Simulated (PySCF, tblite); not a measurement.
# C3H9FSeSi: a rotation path, then NMR shifts on frames

Aim: move C3H9FSeSi (`FCCC[Se][SiH3]`) away from its starting geometry and see how NMR shifts follow the geometry.

Programs: tblite 0.8.0 and PySCF 2.14.0, with density-fitted response routines of our own. Each step states its level of theory. These are calculated values for one molecule in the gas phase, unless marked as measured. Atoms are numbered from 0 throughout.

**1. Starting geometry**

15 atoms, charge 0, multiplicity 1; geometry from: GFN2-xTB.

Bonds of the start (Å): F0–C1 1.37, C1–C2 1.52, C2–C3 1.52, C3–Se4 1.97, Se4–Si5 2.28, C1–H6 1.09, C1–H7 1.10, C2–H8 1.09, C2–H9 1.09, C3–H10 1.09, C3–H11 1.09, Si5–H12 1.46, Si5–H13 1.46, Si5–H14 1.45.

**2. A band between two rotamers with GFN2-xTB**

Job settings and geometry (Å):

```
{"job": {"kind": "neb", "xc": "GFN2-xTB", "basis": "xTB", "atoms": [0, 1, 2, 3], "turn": 120}, "charge": 0, "multiplicity": 1}
F     -1.639936     0.716640     1.941922
C     -2.130007     0.139694     0.794714
C     -0.984091    -0.305526    -0.103592
C     -0.181366     0.885032    -0.599910
Se     1.291511     0.352211    -1.802538
Si     2.656952    -0.641087    -0.273290
H     -2.741807    -0.711387     1.110238
H     -2.756917     0.893664     0.307331
H     -1.401196    -0.856631    -0.948239
H     -0.334859    -0.978420     0.461425
H      0.259367     1.436201     0.232201
H     -0.806194     1.561714    -1.185738
H      2.163238    -1.983276     0.036186
H      2.641119     0.192286     0.925313
H      3.959773    -0.693125    -0.917936
```

Method: GFN2-xTB climbing-image nudged elastic band, gas phase.

Run with:

```bash
$ OMP_NUM_THREADS=1 python probes_run.py task.json out
```

One launch serves the whole session: the jobs run in the order shown.

Log:

```text
image   E - E0 / eV
  0       0.0000
  1       0.0225
  2       0.0773
  3       0.1351
  4       0.1624
  5       0.1440
  6       0.0942
  7       0.0457
  8       0.0258
```

Run time: 8.3 s. Hardware: 1 thread, shared host.

The final band, with the dihedral F0–C1–C2–C3:

```tsv
image	dihedral (°)	energy (eV)	energy (kcal/mol)
0	-65	0.000	0.0
1	-49	0.023	0.5
2	-34	0.077	1.8
3	-17	0.135	3.1
4	0	0.162	3.7
5	17	0.144	3.3
6	33	0.094	2.2
7	49	0.046	1.1
8	64	0.026	0.6
```

**3. NMR shieldings: image 0, PBE0/pcSseg-1**

Job settings and geometry (Å):

```
{"job": {"kind": "nmr", "xc": "PBE0", "basis": "pcSseg-1", "pop": false}, "charge": 0, "multiplicity": 1}
F     -1.639900     0.716600     1.941900
C     -2.130000     0.139700     0.794700
C     -0.984100    -0.305500    -0.103600
C     -0.181400     0.885000    -0.599900
Se     1.291500     0.352200    -1.802500
Si     2.657000    -0.641100    -0.273300
H     -2.741800    -0.711400     1.110200
H     -2.756900     0.893700     0.307300
H     -1.401200    -0.856600    -0.948200
H     -0.334900    -0.978400     0.461400
H      0.259400     1.436200     0.232200
H     -0.806200     1.561700    -1.185700
H      2.163200    -1.983300     0.036200
H      2.641100     0.192300     0.925300
H      3.959800    -0.693100    -0.917900
```

Method: GIAO PBE0/pcSseg-1 NMR shielding, non-relativistic, gas phase.

Log:

```text
coarse grid: 56832 points
cycle   1  E = -2909.6470767873  dE = -6.501e-01  |g| = 7.878e-01  |ddm| = 3.463e+00
cycle   2  E = -2909.6336972029  dE =  1.338e-02  |g| = 6.913e-01  |ddm| = 7.665e-01
cycle   3  E = -2909.6900948405  dE = -5.640e-02  |g| = 1.917e-01  |ddm| = 5.111e-01
cycle   4  E = -2909.6953368061  dE = -5.242e-03  |g| = 3.183e-02  |ddm| = 1.188e-01
cycle   5  E = -2909.6954671303  dE = -1.303e-04  |g| = 6.785e-03  |ddm| = 2.400e-02
cycle   6  E = -2909.6954780790  dE = -1.095e-05  |g| = 1.297e-03  |ddm| = 6.492e-03
cycle   7  E = -2909.6954784120  dE = -3.330e-07  |g| = 2.949e-04  |ddm| = 1.384e-03
final grid: 118576 points
cycle   8  E = -2909.6955627334  dE = -4.263e-08  |g| = 3.202e-04  |ddm| = 1.669e-03
cycle   9  E = -2909.6955627181  dE =  1.537e-08  |g| = 3.971e-04  |ddm| = 7.192e-04
cycle  10  E = -2909.6955627612  dE = -4.312e-08  |g| = 4.966e-05  |ddm| = 4.058e-04
cycle  11  E = -2909.6955627617  dE = -4.802e-10  |g| = 6.332e-06  |ddm| = 5.016e-05
converged SCF energy = -2909.6955627617

GIAO shielding tensors (ppm)
atom      isotropic    diamagn.    paramagn.     s11        s22        s33       span
  0 F      423.383     474.813     -51.431    374.084    433.323    462.741     88.657
  1 C      100.068     239.529    -139.462     65.630     86.053    148.520     82.890
  2 C      146.697     249.251    -102.553    125.709    144.592    169.791     44.082
  3 C      155.089     248.787     -93.698    133.899    155.622    175.746     41.847
  4 Se    2013.214    3000.314    -987.100   1617.051   1808.260   2614.332    997.281
  5 Si     406.869     879.156    -472.287    362.216    398.072    460.318     98.102
  6 H       26.798      27.360      -0.562     22.021     26.987     31.386      9.364
  7 H       27.210      28.016      -0.806     22.633     27.622     31.375      8.742
  8 H       30.114      31.292      -1.178     25.279     30.398     34.665      9.386
  9 H       29.538      32.497      -2.959     24.098     31.299     33.217      9.119
 10 H       28.697      31.647      -2.951     21.954     28.790     35.346     13.392
 11 H       29.444      31.049      -1.605     22.539     28.825     36.968     14.429
 12 H       26.879      29.020      -2.141     22.417     25.075     33.146     10.730
 13 H       27.076      29.147      -2.070     23.379     24.895     32.955      9.575
 14 H       27.083      28.181      -1.099     22.992     24.533     33.724     10.732
```

Wall time 58 s (1 thread, shared host).

Shifts follow as δ = σ(reference) − σ, with reference shieldings (ppm) from runs at the same level and on the same kind of geometry: 1H TMS 31.72, 13C TMS 186.9, 29Si TMS 349.2, 19F CFCl3 170.9, 77Se Me2Se 1758. The references are single molecules in the gas phase, so shifts against H2O, NH3, PH3, H3PO4 or CFCl3 are not on the usual liquid scales and can be off by tens of ppm. Each atom is listed at this fixed geometry, with no averaging over motion; a spectrum would average atoms that exchange fast.

```tsv
atoms	environment	σ (ppm)	δ (ppm)
C1	sp3 CH2 bonded to F	100.1	86.9
C2	sp3 CH2	146.7	40.2
C3	sp3 CH2 bonded to Se	155.1	31.8
H6	hydrogen on an sp3 CH2 bonded to F	26.80	4.92
H12	hydrogen on a silicon bonded to Se	26.88	4.84
H13	hydrogen on a silicon bonded to Se	27.08	4.64
H14	hydrogen on a silicon bonded to Se	27.08	4.63
H7	hydrogen on an sp3 CH2 bonded to F	27.21	4.51
H10	hydrogen on an sp3 CH2 bonded to Se	28.70	3.02
H11	hydrogen on an sp3 CH2 bonded to Se	29.44	2.27
H9	hydrogen on an sp3 CH2	29.54	2.18
H8	hydrogen on an sp3 CH2	30.11	1.60
F0	fluorine on an sp3 carbon	423.4	-252.4
Se4	selenium bonded to C, Si	2013	-255
Si5	silicon bonded to Se, 3 H	406.9	-57.7
```

**4. Nuclear shieldings: image 2, PBE0/pcSseg-1**

Job settings and geometry (Å):

```
{"job": {"kind": "nmr", "xc": "PBE0", "basis": "pcSseg-1", "pop": false}, "charge": 0, "multiplicity": 1}
F     -1.783000     1.178600     1.595400
C     -2.137000     0.122600     0.790500
C     -0.983100    -0.289900    -0.127300
C     -0.152100     0.916200    -0.534900
Se     1.326400     0.449100    -1.757500
Si     2.650700    -0.682500    -0.289100
H     -2.421500    -0.691300     1.464400
H     -3.007700     0.452900     0.215200
H     -1.405300    -0.772100    -1.010800
H     -0.340800    -1.014200     0.378200
H      0.296500     1.388400     0.339900
H     -0.757600     1.653700    -1.063300
H      2.117200    -2.033200    -0.107600
H      2.620700     0.036300     0.980600
H      3.972100    -0.706500    -0.895800
```

Level: GIAO PBE0/pcSseg-1 NMR shielding, non-relativistic, gas phase.

Log:

```text
coarse grid: 56832 points
cycle   1  E = -2909.6443322498  dE = -6.527e-01  |g| = 7.864e-01  |ddm| = 3.466e+00
cycle   2  E = -2909.6305664296  dE =  1.377e-02  |g| = 6.894e-01  |ddm| = 7.746e-01
cycle   3  E = -2909.6866735545  dE = -5.611e-02  |g| = 1.932e-01  |ddm| = 5.244e-01
cycle   4  E = -2909.6920473239  dE = -5.374e-03  |g| = 3.185e-02  |ddm| = 1.237e-01
cycle   5  E = -2909.6921768055  dE = -1.295e-04  |g| = 6.846e-03  |ddm| = 2.400e-02
cycle   6  E = -2909.6921879174  dE = -1.111e-05  |g| = 1.312e-03  |ddm| = 6.371e-03
cycle   7  E = -2909.6921882454  dE = -3.281e-07  |g| = 2.833e-04  |ddm| = 1.301e-03
final grid: 118576 points
cycle   8  E = -2909.6922818662  dE = -6.389e-08  |g| = 2.932e-04  |ddm| = 1.730e-03
cycle   9  E = -2909.6922818622  dE =  3.943e-09  |g| = 3.179e-04  |ddm| = 6.181e-04
cycle  10  E = -2909.6922818876  dE = -2.535e-08  |g| = 2.635e-05  |ddm| = 3.153e-04
cycle  11  E = -2909.6922818878  dE = -1.669e-10  |g| = 8.077e-06  |ddm| = 3.155e-05
converged SCF energy = -2909.6922818878

GIAO shielding tensors (ppm)
atom      isotropic    diamagn.    paramagn.     s11        s22        s33       span
  0 F      433.327     474.861     -41.534    388.545    433.019    478.416     89.871
  1 C      103.278     238.524    -135.245     66.650     87.122    156.063     89.413
  2 C      149.574     249.961    -100.388    121.824    153.643    173.255     51.431
  3 C      157.418     248.237     -90.818    140.170    154.614    177.471     37.302
  4 Se    2033.725    3000.245    -966.520   1675.176   1803.686   2622.314    947.138
  5 Si     406.903     879.216    -472.313    361.770    397.956    460.983     99.214
  6 H       26.818      27.464      -0.646     22.335     26.741     31.377      9.042
  7 H       27.052      27.578      -0.526     21.802     27.440     31.913     10.111
  8 H       30.024      31.331      -1.307     25.564     30.096     34.412      8.848
  9 H       29.495      33.011      -3.516     23.441     31.584     33.460     10.018
 10 H       28.704      31.498      -2.794     21.301     28.945     35.865     14.564
 11 H       29.330      30.693      -1.364     22.190     28.942     36.857     14.668
 12 H       26.877      29.091      -2.214     22.350     25.079     33.202     10.853
 13 H       27.127      29.257      -2.130     23.424     24.952     33.005      9.582
 14 H       27.097      28.212      -1.115     23.039     24.501     33.751     10.713
```

Run time: 54 s. Hardware: 1 thread, shared host.

Key values: δ C1 83.6, C2 37.4, C3 29.5, F0 -262.4, H6 4.90, H12 4.84 ppm.

**5. Shielding tensors: image 4, PBE0/pcSseg-1**

Job settings and geometry (Å):

```
{"job": {"kind": "nmr", "xc": "PBE0", "basis": "pcSseg-1", "pop": false}, "charge": 0, "multiplicity": 1}
F     -2.109000     1.440100     1.144900
C     -2.145200     0.112600     0.791900
C     -0.989900    -0.259800    -0.156200
C     -0.110200     0.944700    -0.455200
Se     1.360100     0.525800    -1.702600
Si     2.648600    -0.728600    -0.308200
H     -2.093200    -0.448100     1.730200
H     -3.119600    -0.047300     0.320400
H     -1.394600    -0.649100    -1.092300
H     -0.385600    -1.048100     0.297100
H      0.341800     1.339400     0.455700
H     -0.687300     1.736000    -0.934400
H      2.090200    -2.078600    -0.221100
H      2.613200    -0.099800     1.009300
H      3.976100    -0.731200    -0.901500
```

With the program's defaults for keys left out, this is: GIAO PBE0/pcSseg-1 NMR shielding, non-relativistic, gas phase.

Log:

```text
coarse grid: 56832 points
cycle   1  E = -2909.6401902330  dE = -6.539e-01  |g| = 7.868e-01  |ddm| = 3.467e+00
cycle   2  E = -2909.6256420778  dE =  1.455e-02  |g| = 6.919e-01  |ddm| = 7.859e-01
cycle   3  E = -2909.6825051081  dE = -5.686e-02  |g| = 1.942e-01  |ddm| = 5.338e-01
cycle   4  E = -2909.6879626176  dE = -5.458e-03  |g| = 3.208e-02  |ddm| = 1.249e-01
cycle   5  E = -2909.6880902873  dE = -1.277e-04  |g| = 6.887e-03  |ddm| = 2.356e-02
cycle   6  E = -2909.6881014648  dE = -1.118e-05  |g| = 1.337e-03  |ddm| = 6.422e-03
cycle   7  E = -2909.6881018050  dE = -3.403e-07  |g| = 3.110e-04  |ddm| = 1.315e-03
final grid: 118576 points
cycle   8  E = -2909.6880653860  dE = -3.170e-08  |g| = 3.723e-04  |ddm| = 1.252e-03
cycle   9  E = -2909.6880653655  dE =  2.053e-08  |g| = 4.776e-04  |ddm| = 7.776e-04
cycle  10  E = -2909.6880654179  dE = -5.240e-08  |g| = 4.535e-05  |ddm| = 4.289e-04
cycle  11  E = -2909.6880654184  dE = -5.421e-10  |g| = 5.251e-06  |ddm| = 4.757e-05
converged SCF energy = -2909.6880654184

GIAO shielding tensors (ppm)
atom      isotropic    diamagn.    paramagn.     s11        s22        s33       span
  0 F      440.015     473.742     -33.726    397.948    417.807    504.292    106.345
  1 C      104.995     238.082    -133.087     67.544     87.469    159.973     92.429
  2 C      151.797     250.430     -98.633    120.442    157.018    177.929     57.487
  3 C      157.810     247.590     -89.780    143.106    150.311    180.014     36.908
  4 Se    2042.625    3000.260    -957.636   1692.740   1811.891   2623.243    930.503
  5 Si     406.561     879.247    -472.686    359.820    398.019    461.845    102.024
  6 H       26.928      27.818      -0.891     21.977     27.406     31.400      9.423
  7 H       26.853      27.285      -0.431     21.757     27.230     31.574      9.817
  8 H       29.582      31.507      -1.925     24.481     30.074     34.191      9.710
  9 H       29.671      33.095      -3.424     23.985     31.791     33.237      9.252
 10 H       28.966      31.513      -2.547     21.708     29.333     35.857     14.148
 11 H       29.000      30.527      -1.527     21.367     28.940     36.694     15.326
 12 H       26.912      29.083      -2.172     22.377     25.115     33.242     10.865
 13 H       27.158      29.287      -2.129     23.422     24.989     33.063      9.642
 14 H       27.079      28.216      -1.138     23.018     24.458     33.760     10.742
```

Run time: 53 s. Hardware: 1 thread, shared host.

This run: δ C1 81.9, C2 35.1, C3 29.1, F0 -269.1, H7 4.86, H12 4.81 ppm.

**6. Shielding tensors: image 6, PBE0/pcSseg-1**

Job settings and geometry (Å):

```
{"job": {"kind": "nmr", "xc": "PBE0", "basis": "pcSseg-1", "pop": false}, "charge": 0, "multiplicity": 1}
F     -2.514700     1.432800     0.678500
C     -2.138800     0.116200     0.785000
C     -0.996400    -0.222400    -0.178100
C     -0.073000     0.970600    -0.369700
Se     1.395700     0.604600    -1.636600
Si     2.643100    -0.775300    -0.329700
H     -1.841000    -0.033100     1.827900
H     -3.032400    -0.476000     0.563500
H     -1.396400    -0.519900    -1.150000
H     -0.445600    -1.070100     0.235200
H      0.377400     1.288200     0.572400
H     -0.623400     1.807800    -0.800500
H      2.056700    -2.115800    -0.330100
H      2.611300    -0.234900     1.027700
H      3.973000    -0.764900    -0.917400
```

With the program's defaults for keys left out, this is: GIAO PBE0/pcSseg-1 NMR shielding, non-relativistic, gas phase.

Log:

```text
coarse grid: 56832 points
cycle   1  E = -2909.6442311727  dE = -6.510e-01  |g| = 7.870e-01  |ddm| = 3.465e+00
cycle   2  E = -2909.6292310754  dE =  1.500e-02  |g| = 6.933e-01  |ddm| = 7.956e-01
cycle   3  E = -2909.6868521010  dE = -5.762e-02  |g| = 1.945e-01  |ddm| = 5.411e-01
cycle   4  E = -2909.6923236291  dE = -5.472e-03  |g| = 3.238e-02  |ddm| = 1.237e-01
cycle   5  E = -2909.6924489428  dE = -1.253e-04  |g| = 6.854e-03  |ddm| = 2.298e-02
cycle   6  E = -2909.6924599146  dE = -1.097e-05  |g| = 1.315e-03  |ddm| = 6.589e-03
cycle   7  E = -2909.6924602661  dE = -3.515e-07  |g| = 2.780e-04  |ddm| = 1.369e-03
final grid: 118576 points
cycle   8  E = -2909.6924048707  dE = -4.581e-08  |g| = 2.776e-04  |ddm| = 1.465e-03
cycle   9  E = -2909.6924048670  dE =  3.720e-09  |g| = 3.032e-04  |ddm| = 6.037e-04
cycle  10  E = -2909.6924048906  dE = -2.360e-08  |g| = 2.704e-05  |ddm| = 3.033e-04
cycle  11  E = -2909.6924048908  dE = -1.673e-10  |g| = 7.200e-06  |ddm| = 3.140e-05
converged SCF energy = -2909.6924048908

GIAO shielding tensors (ppm)
atom      isotropic    diamagn.    paramagn.     s11        s22        s33       span
  0 F      433.634     473.039     -39.405    387.443    435.690    477.768     90.325
  1 C      103.128     240.135    -137.007     66.164     87.109    156.111     89.947
  2 C      149.582     249.984    -100.402    125.108    150.384    173.253     48.145
  3 C      156.790     248.167     -91.377    139.874    153.155    177.340     37.466
  4 Se    2034.440    3000.279    -965.838   1660.292   1820.626   2622.403    962.110
  5 Si     406.328     879.283    -472.954    358.841    397.978    462.167    103.326
  6 H       27.103      28.503      -1.400     21.899     27.812     31.598      9.699
  7 H       26.742      27.390      -0.647     22.120     26.802     31.304      9.184
  8 H       29.395      31.302      -1.906     24.100     29.791     34.295     10.195
  9 H       30.078      32.903      -2.826     24.897     31.779     33.557      8.660
 10 H       29.257      31.752      -2.496     22.433     29.425     35.911     13.477
 11 H       28.733      30.579      -1.846     20.852     28.713     36.635     15.783
 12 H       26.946      29.084      -2.138     22.414     25.164     33.259     10.845
 13 H       27.180      29.299      -2.119     23.408     25.024     33.107      9.699
 14 H       27.055      28.225      -1.171     22.992     24.424     33.748     10.755
```

Wall time 54 s (1 thread, shared host).

In short: δ C1 83.8, C2 37.3, C3 30.1, F0 -262.7, H7 4.97, H12 4.77 ppm.

**7. Nuclear shieldings: image 8, PBE0/pcSseg-1**

Job settings and geometry (Å):

```
{"job": {"kind": "nmr", "xc": "PBE0", "basis": "pcSseg-1", "pop": false}, "charge": 0, "multiplicity": 1}
F     -2.898600     1.165300     0.329500
C     -2.128500     0.120800     0.777500
C     -0.997500    -0.170400    -0.200700
C     -0.043900     1.007700    -0.303500
Se     1.435400     0.675100    -1.568200
Si     2.629000    -0.824300    -0.341400
H     -1.745700     0.414900     1.761000
H     -2.797900    -0.739900     0.877700
H     -1.421100    -0.381300    -1.185200
H     -0.468700    -1.060300     0.147200
H      0.405600     1.244000     0.662900
H     -0.563400     1.889400    -0.681500
H      2.011500    -2.148800    -0.416500
H      2.619100    -0.360300     1.044700
H      3.960300    -0.823800    -0.925300
```

With the program's defaults for keys left out, this is: GIAO PBE0/pcSseg-1 NMR shielding, non-relativistic, gas phase.

Log:

```text
coarse grid: 56832 points
cycle   1  E = -2909.6463377525  dE = -6.480e-01  |g| = 7.893e-01  |ddm| = 3.462e+00
cycle   2  E = -2909.6310668498  dE =  1.527e-02  |g| = 6.979e-01  |ddm| = 7.975e-01
cycle   3  E = -2909.6899353424  dE = -5.887e-02  |g| = 1.936e-01  |ddm| = 5.352e-01
cycle   4  E = -2909.6953226308  dE = -5.387e-03  |g| = 3.266e-02  |ddm| = 1.185e-01
cycle   5  E = -2909.6954470992  dE = -1.245e-04  |g| = 6.831e-03  |ddm| = 2.248e-02
cycle   6  E = -2909.6954579289  dE = -1.083e-05  |g| = 1.301e-03  |ddm| = 6.837e-03
cycle   7  E = -2909.6954582940  dE = -3.651e-07  |g| = 2.907e-04  |ddm| = 1.490e-03
final grid: 118576 points
cycle   8  E = -2909.6954562853  dE = -7.929e-08  |g| = 3.052e-04  |ddm| = 1.745e-03
cycle   9  E = -2909.6954562740  dE =  1.128e-08  |g| = 3.673e-04  |ddm| = 7.180e-04
cycle  10  E = -2909.6954563118  dE = -3.780e-08  |g| = 5.275e-05  |ddm| = 3.984e-04
cycle  11  E = -2909.6954563123  dE = -4.848e-10  |g| = 7.839e-06  |ddm| = 5.065e-05
converged SCF energy = -2909.6954563123

GIAO shielding tensors (ppm)
atom      isotropic    diamagn.    paramagn.     s11        s22        s33       span
  0 F      423.569     471.516     -47.947    374.679    433.487    462.539     87.860
  1 C      100.205     241.850    -141.646     65.176     86.136    149.302     84.126
  2 C      147.008     249.396    -102.388    132.403    139.079    169.541     37.139
  3 C      154.462     248.852     -94.390    133.295    154.600    175.491     42.196
  4 Se    2012.932    3000.165    -987.234   1622.108   1804.964   2611.723    989.615
  5 Si     406.617     879.245    -472.628    359.682    397.364    462.805    103.123
  6 H       27.207      29.015      -1.808     22.507     28.112     31.002      8.495
  7 H       26.760      27.786      -1.027     21.884     27.248     31.147      9.264
  8 H       29.405      30.932      -1.526     24.759     29.505     33.952      9.193
  9 H       30.222      32.945      -2.723     24.417     32.384     33.865      9.448
 10 H       29.346      32.054      -2.708     22.723     29.297     36.017     13.295
 11 H       28.718      30.572      -1.854     21.417     28.610     36.127     14.710
 12 H       26.964      29.068      -2.104     22.444     25.204     33.244     10.800
 13 H       27.186      29.270      -2.085     23.411     25.000     33.147      9.736
 14 H       27.070      28.207      -1.137     23.029     24.457     33.723     10.695
```

Run time: 56 s. Hardware: 1 thread, shared host.

Key values: δ C1 86.7, C2 39.9, C3 32.5, F0 -252.6, H7 4.96, H12 4.75 ppm.

**8. Run by run: NMR shifts**

Shifts (ppm) of some atoms, chosen among heavy atoms and hydrogens apart, with basis size and wall time:

```tsv
frame	C1	C2	C3	H11	H9	F0	Se4	functions	time
image 0	86.9	40.2	31.8	2.27	2.18	-252.4	-255	178	58 s
image 2	83.6	37.4	29.5	2.39	2.22	-262.4	-275	178	54 s
image 4	81.9	35.1	29.1	2.72	2.05	-269.1	-284	178	53 s
image 6	83.8	37.3	30.1	2.98	1.64	-262.7	-276	178	54 s
image 8	86.7	39.9	32.5	3.00	1.50	-252.6	-255	178	56 s
```

**9. What came out**

| quantity | value |
| --- | --- |
| barrier | 0.162 eV (3.7 kcal/mol) at image 4 |
| end to end (GFN2-xTB) | 0.026 eV |
| 13C shifts against TMS (PBE0/pcSseg-1, image 0) | 86.9, 40.2, 31.8 ppm |
| 1H shifts against TMS (PBE0/pcSseg-1, image 0) | 4.92, 4.84, 4.64, 4.63, 4.51, 3.02, 2.27, 2.18, 1.60 ppm |
| 19F shifts against CFCl3 (PBE0/pcSseg-1, image 0) | -252.4 ppm |
| 77Se shifts against Me2Se (PBE0/pcSseg-1, image 0) | -255 ppm |
| 29Si shifts against TMS (PBE0/pcSseg-1, image 0) | -57.7 ppm |
| range of the shift of Se4 | -284 to -255 ppm |

**Reading.** Along the band the dihedral turns by 129°, and the top (dihedral 0°) lies 3.7 kcal/mol above the start (GFN2-xTB, rough), so at room temperature this motion is fast. Ends this close can change order at a higher level. The top was not checked by a frequency run. Shifts at one fixed geometry are not the observed spectrum, which averages over the motion. In the first frame run (image 0): Shielding is most anisotropic at Se4 (span 997 ppm, paramagnetic term -987 ppm). Across the 5 runs the shift of Se4 moves most, between -284 (image 4) and -255 ppm (image 8). Spin-orbit coupling is left out, which matters for shieldings and couplings at and beside the heavy atoms.
